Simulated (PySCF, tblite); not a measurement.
# C₄H₉O₂PSi₂: geometry, infrared bands and NMR shifts

What infrared bands and NMR shifts should C₄H₉O₂PSi₂ (`C=CC(=O)C(=O)[SiH2][SiH2]P`) show?

The runs use tblite 0.8.0 and PySCF 2.14.0, with density-fitted response routines of our own; the level of theory stands in each step. All values are computed, except where a source is named. Atoms are numbered from 0 throughout.

## (1) The molecule as given

18 atoms, charge 0, multiplicity 1; geometry from: force field or distance geometry start.

Bonds of the start (Å): C0–C1 1.33, C1–C2 1.44, C2–O3 1.27, C2–C4 1.47, C4–O5 1.25, C4–Si6 1.86, Si6–Si7 2.21, Si7–P8 2.19, C0–H9 1.07, C0–H10 1.09, C1–H11 1.09, Si6–H12 1.45, Si6–H13 1.46, Si7–H14 1.49, Si7–H15 1.47, P8–H16 1.46, P8–H17 1.46.

## (2) Relaxing the molecule with GFN2-xTB

What the job is given:

```
{"job": {"kind": "relax", "xc": "GFN2-xTB", "basis": "xTB"}, "charge": 0, "multiplicity": 1}
C      4.080100    -0.955900    -0.787800
C      2.972500    -0.869100    -0.051100
C      1.706600    -0.604000    -0.689400
O      1.638100    -0.436900    -1.944400
C      0.478600    -0.509200     0.106300
O      0.438600    -0.650200     1.344400
Si    -1.079600    -0.153600    -0.850400
Si    -2.185800     1.386000     0.287700
P     -4.326500     0.971100     0.464600
H      4.075000    -0.828800    -1.852300
H      5.044400    -1.158300    -0.332200
H      3.086900    -1.019300     1.018400
H     -1.879700    -1.367000    -0.861100
H     -0.747000     0.229800    -2.221600
H     -1.634000     1.383100     1.666400
H     -1.882500     2.728100    -0.218700
H     -4.736900    -0.238600    -0.246700
H     -5.057700     2.099300    -0.108600
```

Run with:

```bash
$ OMP_NUM_THREADS=1 python probes_run.py task.json out
```

This one command runs all jobs of the session in turn.

Standard output:

```text
step      E/eV     max force
  0    -738.19698    3.202
  1    -738.43266    3.020
  2    -738.61540    1.180
  3    -738.78320    1.144
  4    -738.92967    1.050
  5    -738.99534    1.025
  6    -739.02033    0.361
  7    -739.03726    0.404
  8    -739.05323    0.502
  9    -739.06944    0.444
 10    -739.08110    0.308
 11    -739.08991    0.257
 12    -739.09988    0.267
 13    -739.11181    0.244
 14    -739.12003    0.171
 15    -739.12446    0.110
 16    -739.12687    0.102
 17    -739.12849    0.099
 18    -739.12991    0.086
 19    -739.13131    0.096
 20    -739.13296    0.109
 21    -739.13495    0.116
 22    -739.13685    0.118
 23    -739.13823    0.087
 24    -739.13921    0.082
 25    -739.14006    0.078
 26    -739.14087    0.077
 27    -739.14155    0.060
 28    -739.14208    0.062
 29    -739.14252    0.050
 30    -739.14290    0.050
 31    -739.14322    0.044
 32    -739.14350    0.049
 33    -739.14383    0.052
 34    -739.14424    0.054
 35    -739.14467    0.059
 36    -739.14504    0.047
 37    -739.14533    0.047
 38    -739.14562    0.042
 39    -739.14589    0.041
 40    -739.14609    0.028
 41    -739.14619    0.024
 42    -739.14627    0.023
 43    -739.14637    0.028
 44    -739.14650    0.034
 45    -739.14668    0.036
 46    -739.14691    0.034
 47    -739.14714    0.042
 48    -739.14732    0.041
 49    -739.14745    0.029
 50    -739.14757    0.029
 51    -739.14769    0.026
 52    -739.14785    0.036
 53    -739.14802    0.041
 54    -739.14821    0.033
 55    -739.14843    0.033
 56    -739.14868    0.033
 57    -739.14894    0.040
 58    -739.14923    0.045
 59    -739.14956    0.043
 60    -739.14994    0.045
 61    -739.15034    0.048
 62    -739.15069    0.053
 63    -739.15101    0.042
 64    -739.15137    0.044
 65    -739.15189    0.048
 66    -739.15256    0.054
 67    -739.15320    0.068
 68    -739.15383    0.063
 69    -739.15461    0.073
 70    -739.15564    0.105
 71    -739.15716    0.127
 72    -739.15938    0.122
 73    -739.16276    0.173
 74    -739.16393    0.087
 75    -739.16550    0.083
 76    -739.16720    0.145
 77    -739.16860    0.092
 78    -739.16984    0.093
 79    -739.17183    0.089
 80    -739.17356    0.114
 81    -739.17605    0.146
 82    -739.17908    0.120
 83    -739.17925    0.239
 84    -739.18171    0.072
 85    -739.18262    0.059
 86    -739.18390    0.086
 87    -739.18500    0.087
 88    -739.18643    0.090
 89    -739.18791    0.069
 90    -739.18911    0.064
 91    -739.18988    0.070
 92    -739.19052    0.070
 93    -739.19147    0.090
 94    -739.19308    0.092
 95    -739.19488    0.162
 96    -739.19785    0.130
 97    -739.20004    0.130
 98    -739.20341    0.110
 99    -739.20571    0.071
100    -739.20751    0.177
101    -739.20807    0.112
102    -739.20902    0.051
103    -739.20932    0.051
104    -739.21069    0.081
105    -739.21139    0.076
106    -739.21252    0.067
107    -739.21351    0.055
108    -739.21387    0.049
109    -739.21424    0.041
110    -739.21456    0.047
111    -739.21488    0.045
112    -739.21527    0.052
113    -739.21577    0.053
114    -739.21657    0.066
115    -739.21747    0.059
116    -739.21818    0.071
117    -739.21876    0.075
118    -739.21939    0.062
119    -739.22012    0.059
120    -739.22077    0.048
121    -739.22112    0.043
122    -739.22145    0.044
123    -739.22177    0.042
124    -739.22230    0.054
125    -739.22318    0.080
126    -739.22442    0.088
127    -739.22550    0.072
128    -739.22609    0.039
129    -739.22638    0.031
130    -739.22661    0.039
131    -739.22690    0.047
132    -739.22722    0.051
133    -739.22757    0.048
134    -739.22799    0.043
135    -739.22847    0.050
136    -739.22898    0.050
137    -739.22945    0.047
138    -739.22988    0.046
139    -739.23036    0.044
140    -739.23091    0.061
141    -739.23140    0.055
142    -739.23184    0.047
143    -739.23223    0.063
144    -739.23270    0.056
145    -739.23329    0.082
146    -739.23411    0.087
147    -739.23502    0.078
148    -739.23612    0.080
149    -739.23697    0.138
150    -739.23823    0.109
151    -739.23935    0.090
152    -739.24136    0.130
153    -739.24319    0.164
154    -739.24522    0.304
155    -739.24860    0.148
156    -739.25052    0.165
157    -739.25105    0.169
158    -739.25216    0.072
159    -739.25288    0.080
160    -739.25352    0.068
161    -739.25391    0.101
162    -739.25438    0.076
163    -739.25492    0.070
164    -739.25561    0.067
165    -739.25598    0.053
166    -739.25636    0.051
167    -739.25671    0.050
168    -739.25710    0.056
169    -739.25751    0.052
170    -739.25803    0.054
171    -739.25877    0.053
172    -739.25934    0.057
173    -739.26020    0.061
174    -739.26128    0.071
175    -739.26282    0.091
176    -739.26469    0.116
177    -739.26585    0.212
178    -739.26844    0.142
179    -739.27019    0.158
180    -739.27216    0.068
181    -739.27345    0.111
182    -739.27527    0.160
183    -739.27694    0.199
184    -739.27842    0.167
185    -739.27980    0.113
186    -739.28081    0.161
187    -739.28224    0.104
188    -739.28455    0.169
189    -739.28703    0.102
190    -739.28847    0.148
191    -739.28954    0.111
192    -739.29039    0.133
193    -739.29148    0.166
194    -739.29363    0.165
195    -739.29541    0.146
196    -739.29694    0.118
197    -739.29760    0.183
198    -739.29867    0.122
199    -739.29943    0.072
200    -739.29996    0.121
201    -739.30072    0.041
202    -739.30115    0.036
203    -739.30160    0.047
204    -739.30199    0.032
205    -739.30223    0.033
206    -739.30237    0.041
207    -739.30248    0.039
208    -739.30259    0.030
209    -739.30270    0.029
210    -739.30283    0.020
211    -739.30297    0.025
212    -739.30312    0.028
213    -739.30327    0.031
214    -739.30342    0.032
215    -739.30357    0.026
216    -739.30373    0.029
217    -739.30387    0.026
218    -739.30398    0.025
219    -739.30407    0.019
220    -739.30413    0.014
221    -739.30418    0.014
222    -739.30422    0.016
223    -739.30426    0.017
224    -739.30433    0.021
225    -739.30443    0.023
226    -739.30455    0.027
227    -739.30469    0.034
228    -739.30480    0.032
229    -739.30488    0.019
230    -739.30491    0.027
231    -739.30494    0.011
232    -739.30494    0.008
```

It took 2.5 s on 1 thread of Arm Neoverse V1, shared host; peak memory 0.18 GiB.

Along the way: (not every step is listed)

| step | energy from step 0 (eV) | largest force (eV/Å) |
| --- | --- | --- |
| 0 | 0.0000 | 3.2023 |
| 1 | -0.2357 | 3.0201 |
| 2 | -0.4184 | 1.1797 |
| 3 | -0.5862 | 1.1439 |
| 4 | -0.7327 | 1.0504 |
| 5 | -0.7984 | 1.0252 |
| 6 | -0.8233 | 0.3609 |
| 7 | -0.8403 | 0.4044 |
| 8 | -0.8562 | 0.5022 |
| 29 | -0.9455 | 0.0504 |
| 50 | -0.9506 | 0.0287 |
| 71 | -0.9602 | 0.1274 |
| 92 | -0.9935 | 0.0696 |
| 113 | -1.0188 | 0.0530 |
| 134 | -1.0310 | 0.0429 |
| 155 | -1.0516 | 0.1478 |
| 176 | -1.0677 | 0.1156 |
| 197 | -1.1006 | 0.1831 |
| 218 | -1.1070 | 0.0246 |
| 227 | -1.1077 | 0.0344 |
| 228 | -1.1078 | 0.0316 |
| 229 | -1.1079 | 0.0193 |
| 230 | -1.1079 | 0.0266 |
| 231 | -1.1080 | 0.0109 |
| 232 | -1.1080 | 0.0079 |

Distances of close pairs at the start and the end, largest changes first:

| bond | before (Å) | after (Å) | change (Å) |
| --- | --- | --- | --- |
| Si6–Si7 | 2.211 | 2.333 | +0.122 |
| P8–H16 | 1.462 | 1.383 | -0.079 |
| P8–H17 | 1.462 | 1.383 | -0.078 |
| Si7–P8 | 2.188 | 2.247 | +0.060 |
| C4–Si6 | 1.863 | 1.916 | +0.053 |
| C2–O3 | 1.268 | 1.220 | -0.048 |
| C2–C4 | 1.466 | 1.507 | +0.041 |
| C4–O5 | 1.247 | 1.209 | -0.037 |

The next job starts from the end point, and lists it.

## (3) Harmonic vibrations with GFN2-xTB

What the job is given:

```
{"job": {"kind": "ir", "xc": "GFN2-xTB", "basis": "xTB"}, "charge": 0, "multiplicity": 1}
C      3.815358    -0.347064    -1.080757
C      2.853023    -0.892957    -0.343168
C      1.480255    -0.382186    -0.366912
O      1.074628     0.526777    -1.072617
C      0.460175    -1.069126     0.504899
O      0.714558    -1.598300     1.562287
Si    -1.285311    -0.797387    -0.237182
Si    -1.895739     1.404300     0.235537
P     -3.989750     1.885082    -0.423647
H      3.590901     0.476658    -1.740122
H      4.834384    -0.693148    -1.048883
H      3.032220    -1.714630     0.335439
H     -2.131854    -1.820578     0.391978
H     -1.184910    -1.136928    -1.660252
H     -1.896023     1.677216     1.682439
H     -1.056197     2.419862    -0.404174
H     -4.563130     0.729882     0.076757
H     -3.861348     1.338845    -1.688041
```

Standard output:

```text
mode    cm-1     km/mol
  1      -6.6      0.25
  2      31.2      1.88
  3      45.9      1.11
  4      63.0      7.90
  5      64.4      1.56
  6      97.1      9.15
  7     103.2     10.96
  8     121.6      7.63
  9     204.9      1.21
 10     277.4     25.83
 11     307.7     13.84
 12     335.8     37.73
 13     396.7      2.54
 14     416.8      2.60
 15     431.2      4.25
 16     473.1      9.23
 17     488.7     11.91
 18     530.7      6.91
 19     538.7      6.35
 20     571.5    154.33
 21     597.3    224.35
 22     647.1     46.48
 23     695.2    198.37
 24     707.6      4.96
 25     719.1    146.60
 26     755.5     35.01
 27     775.1    271.00
 28     800.4     96.96
 29     873.0     26.00
 30     915.9      7.03
 31    1011.9     26.17
 32    1046.0     21.66
 33    1114.9    171.45
 34    1148.9     14.98
 35    1276.8     26.79
 36    1374.8     27.93
 37    1630.3     88.89
 38    1682.1     35.32
 39    1720.2    400.41
 40    2170.4    123.72
 41    2205.2    188.38
 42    2231.0    188.01
 43    2239.4    227.22
 44    2298.6    190.75
 45    2385.7    159.02
 46    3083.6      3.56
 47    3096.4      3.47
 48    3132.8     18.93
```

Run time: 0.98 s. Hardware: 1 thread of Arm Neoverse V1, shared host; peak memory 0.18 GiB.

The strongest bands and the atoms that carry them (share of the mass-weighted mode):

| cm⁻¹ | km/mol | atoms |
| --- | --- | --- |
| 597 | 224.3 | H14 19 %, H15 15 %, C4 10 % |
| 695 | 198.4 | C4 22 %, C2 17 %, H16 11 % |
| 775 | 271.0 | H14 44 %, H15 44 % |
| 1720 | 400.4 | C4 60 %, O5 40 % |
| 2205 | 188.4 | H12 86 % |
| 2231 | 188.0 | H13 90 % |
| 2239 | 227.2 | H15 89 % |
| 2299 | 190.8 | H16 47 %, H17 47 % |

## (4) Nuclear shieldings: PBE0/pcSseg-1

Same as in step 3 but for these lines:

```diff
@@ -1,2 +1,2 @@
-{"job": {"kind": "ir", "xc": "GFN2-xTB", "basis": "xTB"}, "charge": 0, "multiplicity": 1}
+{"job": {"kind": "nmr", "xc": "PBE0", "basis": "pcSseg-1"}, "charge": 0, "multiplicity": 1}
 C      3.815358    -0.347064    -1.080757
```

With the program's defaults for keys left out, this is: GIAO PBE0/pcSseg-1 NMR shielding, non-relativistic, gas phase.

Standard output:

```text
coarse grid: 16968 points
cycle   1  E = -1227.5089258332  dE =  1.116e+00  |g| = 1.010e+00  |ddm| = 3.986e+00
cycle   2  E = -1226.7266140176  dE =  7.823e-01  |g| = 2.255e+00  |ddm| = 3.136e+00
cycle   3  E = -1227.7092502808  dE = -9.826e-01  |g| = 1.139e-01  |ddm| = 2.375e+00
cycle   4  E = -1227.7114365508  dE = -2.186e-03  |g| = 7.504e-02  |ddm| = 1.910e-01
cycle   5  E = -1227.7127723957  dE = -1.336e-03  |g| = 2.403e-02  |ddm| = 8.771e-02
cycle   6  E = -1227.7128864119  dE = -1.140e-04  |g| = 9.637e-03  |ddm| = 2.570e-02
cycle   7  E = -1227.7129029645  dE = -1.655e-05  |g| = 3.355e-03  |ddm| = 9.654e-03
cycle   8  E = -1227.7129050435  dE = -2.079e-06  |g| = 1.304e-03  |ddm| = 3.575e-03
final grid: 151376 points
cycle   9  E = -1227.7855926608  dE =  5.725e-07  |g| = 1.499e-02  |ddm| = 2.860e-02
cycle  10  E = -1227.7854513018  dE =  1.414e-04  |g| = 3.124e-02  |ddm| = 3.631e-02
cycle  11  E = -1227.7856348251  dE = -1.835e-04  |g| = 1.845e-03  |ddm| = 2.509e-02
cycle  12  E = -1227.7856355692  dE = -7.441e-07  |g| = 4.215e-04  |ddm| = 1.748e-03
cycle  13  E = -1227.7856356057  dE = -3.655e-08  |g| = 1.907e-04  |ddm| = 4.916e-04
cycle  14  E = -1227.7856356139  dE = -8.209e-09  |g| = 4.780e-05  |ddm| = 1.979e-04
cycle  15  E = -1227.7856356143  dE = -3.834e-10  |g| = 2.321e-05  |ddm| = 6.358e-05
converged SCF energy = -1227.7856356143

GIAO shielding tensors (ppm)
atom      isotropic    diamagn.    paramagn.     s11        s22        s33       span
  0 C       38.376     251.810    -213.434    -84.661     21.370    178.421    263.082
  1 C       54.030     259.105    -205.075    -64.467     60.238    166.320    230.787
  2 C       -4.419     256.234    -260.653   -111.185      2.236     95.693    206.878
  3 O     -264.212     405.852    -670.065   -731.657   -431.555    370.575   1102.231
  4 C      -63.393     258.153    -321.547   -192.922    -70.451     73.193    266.115
  5 O     -552.493     400.803    -953.295  -1540.886   -480.403    363.811   1904.696
  6 Si     424.191     883.079    -458.888    386.756    435.008    450.811     64.055
  7 Si     428.276     881.386    -453.109    395.757    430.580    458.492     62.735
  8 P      611.761     966.489    -354.728    541.210    601.419    692.654    151.444
  9 H       24.201      30.922      -6.720     21.156     23.488     27.960      6.805
 10 H       25.080      25.754      -0.674     22.568     24.901     27.771      5.202
 11 H       24.679      31.122      -6.443     21.597     23.725     28.715      7.118
 12 H       28.037      31.123      -3.086     24.815     26.439     32.856      8.042
 13 H       27.301      31.342      -4.041     24.745     26.597     30.561      5.816
 14 H       27.548      30.043      -2.495     23.774     26.342     32.528      8.754
 15 H       27.212      30.236      -3.024     22.891     26.065     32.680      9.789
 16 H       30.687      30.335       0.351     25.539     27.960     38.561     13.021
 17 H       30.578      30.694      -0.116     25.622     27.985     38.126     12.504
```

Run time: 73 s. Hardware: 1 thread of Arm Neoverse V1, shared host; peak memory 1 GiB.

The references, computed at this level on geometries of the same kind, shield at (ppm): ¹H TMS 31.72, ¹³C TMS 186.9, ²⁹Si TMS 349.2, ¹⁷O H2O 336.1, ³¹P H3PO4 318.4. Their shielding less the atom's gives the shift. The references are single molecules in the gas phase, so shifts against H2O, NH3, PH3, H3PO4 or CFCl3 are not on the usual liquid scales and can be off by tens of ppm. Atoms listed in one row are averaged.

| atoms | environment | σ (ppm) | δ (ppm) | δ scaled to CDCl3 |
| --- | --- | --- | --- | --- |
| C4 | carbonyl carbon | -63.4 | 250.3 | 242.4 |
| C2 | ketone carbonyl carbon | -4.4 | 191.3 | 184.8 |
| C0 | β carbon of a C=C–C=O unit | 38.4 | 148.5 | 143.1 |
| C1 | α carbon of a C=C–C=O unit | 54.0 | 132.9 | 127.8 |
| H9 | hydrogen on a β carbon of a C=C–C=O unit | 24.20 | 7.52 | 7.19 |
| H11 | hydrogen on an α carbon of a C=C–C=O unit | 24.68 | 7.04 | 6.74 |
| H10 | hydrogen on a β carbon of a C=C–C=O unit | 25.08 | 6.64 | 6.36 |
| H14, H15 | hydrogen on a silicon bonded to P, Si | 27.38 | 4.34 | – |
| H12, H13 | hydrogen on a silicon bonded to C, Si | 27.67 | 4.05 | – |
| H16, H17 | hydrogen on a phosphorus bonded to Si | 30.63 | 1.08 | – |
| O5 | carbonyl oxygen | -552.5 | 888.6 | – |
| O3 | ketone oxygen | -264.2 | 600.3 | – |
| Si6 | silicon bonded to C, Si, 2 H | 424.2 | -75.0 | – |
| Si7 | silicon bonded to P, Si, 2 H | 428.3 | -79.1 | – |
| P8 | phosphorus bonded to Si, 2 H | 611.8 | -293.4 | – |

The scaled column applies a straight-line fit of computed shieldings to shifts measured in CDCl3 (root-mean-square error 0.16 ppm for H, 1.9 ppm for C).

Charges from the same density, by scheme (e):

| atoms | Mulliken | IAO | Hirshfeld | ESP fit |
| --- | --- | --- | --- | --- |
| C0 | -0.05 | -0.22 | -0.04 | -0.22 |
| C1 | -0.24 | -0.20 | -0.06 | -0.26 |
| C2 | 0.27 | 0.32 | 0.14 | 0.38 |
| O3 | -0.36 | -0.40 | -0.18 | -0.41 |
| C4 | 0.00 | 0.11 | 0.07 | 0.47 |
| O5 | -0.31 | -0.35 | -0.19 | -0.44 |
| Si6 | 0.34 | 0.38 | 0.21 | -0.11 |
| Si7 | 0.14 | 0.29 | 0.19 | 0.43 |
| P8 | -0.21 | -0.08 | -0.02 | -0.39 |

Mayer bond orders: C0–C1 1.90, C1–C2 0.99, C2–O3 1.92, C2–C4 0.83, C4–O5 1.95, C4–Si6 0.81, Si6–Si7 0.86, Si7–P8 0.97.

Orbitals, density, ELF and potential are computed afterwards from the orbital file.

Frontier orbitals at PBE0/pcSseg-1, with the share of their density that lies nearest to each atom:

| orbital | energy (eV) | lies on |
| --- | --- | --- |
| HOMO | -6.80 | O5 24 %; P8 21 %; C4 10 % |
| LUMO | -3.22 | C2 21 %; O3, O5 about 18 % each; C0, C4 about 14 % each |

ELF in a plane through or near 9 of the atoms.

Values, 10 rows by 14 columns:
```
0.00 0.00 0.00 0.00 0.00 0.00 0.00 0.00 0.00 0.00 0.00 0.00 0.00 0.00
0.00 0.00 0.00 0.00 0.00 0.00 0.00 0.00 0.00 0.00 0.00 0.00 0.00 0.00
0.00 0.00 0.00 0.23 0.45 0.00 0.02 0.00 0.84 0.04 0.06 0.59 0.21 0.00
0.00 0.00 0.28 0.71 0.94 0.31 0.79 0.08 0.94 0.32 0.50 0.92 0.87 0.02
0.00 0.11 1.00 0.38 0.55 0.29 0.68 0.27 0.52 0.29 0.52 0.38 0.71 0.03
0.00 0.01 0.75 0.24 0.95 0.65 0.60 0.35 0.96 0.63 0.41 0.99 0.23 0.00
0.00 0.00 0.00 0.78 0.98 0.05 0.19 0.94 0.10 0.20 0.04 0.99 0.16 0.00
0.00 0.00 0.00 0.20 0.24 0.20 0.58 0.07 0.96 0.74 0.00 0.01 0.00 0.00
0.00 0.00 0.00 0.00 0.00 0.05 0.23 0.01 0.85 0.42 0.00 0.00 0.00 0.00
0.00 0.00 0.00 0.00 0.00 0.00 0.00 0.00 0.00 0.00 0.00 0.00 0.00 0.00
```
The map spans 15.0 Å across and 9.8 Å up, centred on the molecule. Atoms in the plane (x, y in Å): C0 (-3.8, 0.8), C1 (-3.0, -0.2), C2 (-1.5, 0.0), O3 (-1.0, 1.0), C4 (-0.7, -1.2), P8 (4.3, 0.9), H10 (-4.9, 0.7), H11 (-3.3, -1.2), H16 (4.6, -0.4).

log10 of the density (e/Å³) in the same plane.

Ten even steps from ' ' (-4.0) to '@' (2.0):
```
                                                        
                                                        
                                ......    ....          
          ....::::..        ..::::::::::::::::::....    
        ..::------::::::::::::--------::--------::::    
      ..::--==++====--======----==========++++==--::..  
    ..::--==++**++====++**++====++++++==++****++==--::  
    ::--++******++==++####**====++++++++**%%##++==--::  
    ::==++**####**++**####**++==++++++****@@##++==--::  
    ::--++****####**##%%**++==++****++++******++==--..  
    ..::==++++**@@####%%**++++++****++++++****++--::..  
      ..::--++**********##********++++====++++==--::..  
        ..--==****++++**####****++++==----======::..    
          ::==++++====******++++++++==--::::--::..      
          ..--------==++**++==++++++==--::......        
            ....::::--==++==--======--::..              
                  ..----==------------::..              
                    ..::::::..::::::....                
                              ......                    
                                                        
```
The map spans 15.0 Å across and 9.8 Å up, centred on the molecule. Atoms in the plane (x, y in Å): C0 (-3.8, 0.8), C1 (-3.0, -0.2), C2 (-1.5, 0.0), O3 (-1.0, 1.0), C4 (-0.7, -1.2), P8 (4.3, 0.9), H10 (-4.9, 0.7), H11 (-3.3, -1.2), H16 (4.6, -0.4).

On the surface of density 0.002 e/bohr³ the electrostatic potential runs, from the 1st to the 99th percentile, from -1.17 V near O5 to 1.32 V near H10.

## (5) Results

| quantity | value |
| --- | --- |
| strongest single infrared mode (GFN2-xTB) | 1720 cm⁻¹, 400 km/mol |
| zero-point energy (GFN2-xTB) | 68.4 kcal/mol |
| ¹³C shifts against TMS (PBE0/pcSseg-1) | 250.3, 191.3, 148.5, 132.9 ppm |
| ¹H shifts against TMS (PBE0/pcSseg-1, means over atoms taken as alike) | 7.52, 7.04, 6.64, 4.34, 4.05, 1.08 ppm |
| ¹⁷O shifts against H2O (PBE0/pcSseg-1) | 888.6, 600.3 ppm |
| ²⁹Si shifts against TMS (PBE0/pcSseg-1) | -75.0, -79.1 ppm |
| ³¹P shifts against H3PO4 (PBE0/pcSseg-1) | -293.4 ppm |
| surface potential, 1st and 99th percentile | -1.17 V and 1.32 V |

In words: Over 232 steps the energy fell by 1.108 eV; of the close pairs, Si6–Si7 changed most, 2.211 to 2.333 Å. The lowest mode is slightly imaginary (7i cm⁻¹), a soft motion within the noise of the Hessian, so the minimum is not strictly shown. The strongest single mode, at 1720 cm⁻¹, moves mainly C4 and O5. Unscaled tight-binding wavenumbers are off by several per cent, some by more. Its intensities can rank the bands wrongly. At PBE0/pcSseg-1: The widest tensor belongs to O5: span 1905 ppm, with a paramagnetic part of -953 ppm. At PBE0/pcSseg-1, counted by nearest atom on the grid, the HOMO lies on O5 24 %; P8 21 %, the LUMO on C2 21 %; O3, O5 about 18 % each.
